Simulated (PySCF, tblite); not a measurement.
**C₃H₆BO radical: geometry, infrared bands and EPR parameters**

Aim: predict the infrared bands and EPR parameters of C₃H₆BO radical (`[BH]/C=C/OC`).

Computed with tblite 0.8.0 and PySCF 2.14.0, with density-fitted response routines of our own, on a single molecule in the gas phase. Atoms count from 0, in the outputs and in this text.

### 1 The starting structure

11 atoms, charge 0, multiplicity 2; geometry from: force field or distance geometry start.

Bonds of the start (Å): B0–C1 1.57, C1–C2 1.34, C2–O3 1.40, O3–C4 1.41, B0–H5 1.15, C1–H6 1.07, C2–H7 1.07, C4–H8 1.12, C4–H9 1.11, C4–H10 1.12.

### 2 Optimising the geometry with GFN2-xTB

The job: settings as JSON, then the geometry in Å.

```
{"job": {"kind": "relax", "xc": "GFN2-xTB", "basis": "xTB"}, "charge": 0, "multiplicity": 2}
B      2.649800     0.104700    -0.131800
C      1.120300    -0.229900    -0.189900
C      0.374400    -0.166300     0.927000
O     -0.985000    -0.474800     0.800900
C     -1.844600     0.190700    -0.097600
H      3.396500    -0.089100    -0.988700
H      0.708700    -0.527800    -1.136900
H      0.823900     0.139700     1.850400
H     -2.853700    -0.276900     0.026500
H     -1.851800     1.284900     0.078000
H     -1.533100     0.047400    -1.163900
```

Run with:

```bash
$ OMP_NUM_THREADS=1 python probes_run.py task.json out
```

One launch serves the whole session: the jobs run in the order shown.

**Question.** This job is followed by: GFN2-xTB harmonic vibrations, gas phase; UKS B3LYP, pcH-1 on B C H O, non-relativistic, mean-field spin-orbit, GIAO. What will the session give for the following? strongest single infrared mode (GFN2-xTB); zero-point energy (GFN2-xTB); g(iso) (B3LYP); ⟨S²⟩; largest a(iso) (averaged by class); potential on the surface of density 0.002 e/bohr³, 1st and 99th percentile.

**Answer**, as computed:

```
                                                                  quantity                  value
                                 strongest single infrared mode (GFN2-xTB)  1493 cm⁻¹, 120 km/mol
                                              zero-point energy (GFN2-xTB)          50.5 kcal/mol
                                                            g(iso) (B3LYP)                2.00233
                                                                      ⟨S²⟩     0.771 (exact 0.75)
                                        largest a(iso) (averaged by class)    11B on B0, 54.2 MHz
potential on the surface of density 0.002 e/bohr³, 1st and 99th percentile     -1.22 V and 1.68 V
```

What this shows: Over 69 steps the energy fell by 0.872 eV; of the close pairs, B0–C1 changed most, 1.567 to 1.433 Å. All 27 modes are real, so the xTB geometry is a minimum. The strongest single mode, at 1493 cm⁻¹, is carried by C2, C1, H9, H10. GFN2-xTB is a fitted tight-binding method: band positions and strengths are rough. Its intensities can rank the bands wrongly. The largest spin populations lie on B0 (0.68 e), C2 (0.53 e). The isotropic g lies 0.0 ppt above the free-electron value. These values are for one conformer; the search (at its own cheap level) found 1 more, at 0.10 kcal/mol, and measured spectra average over such forms.
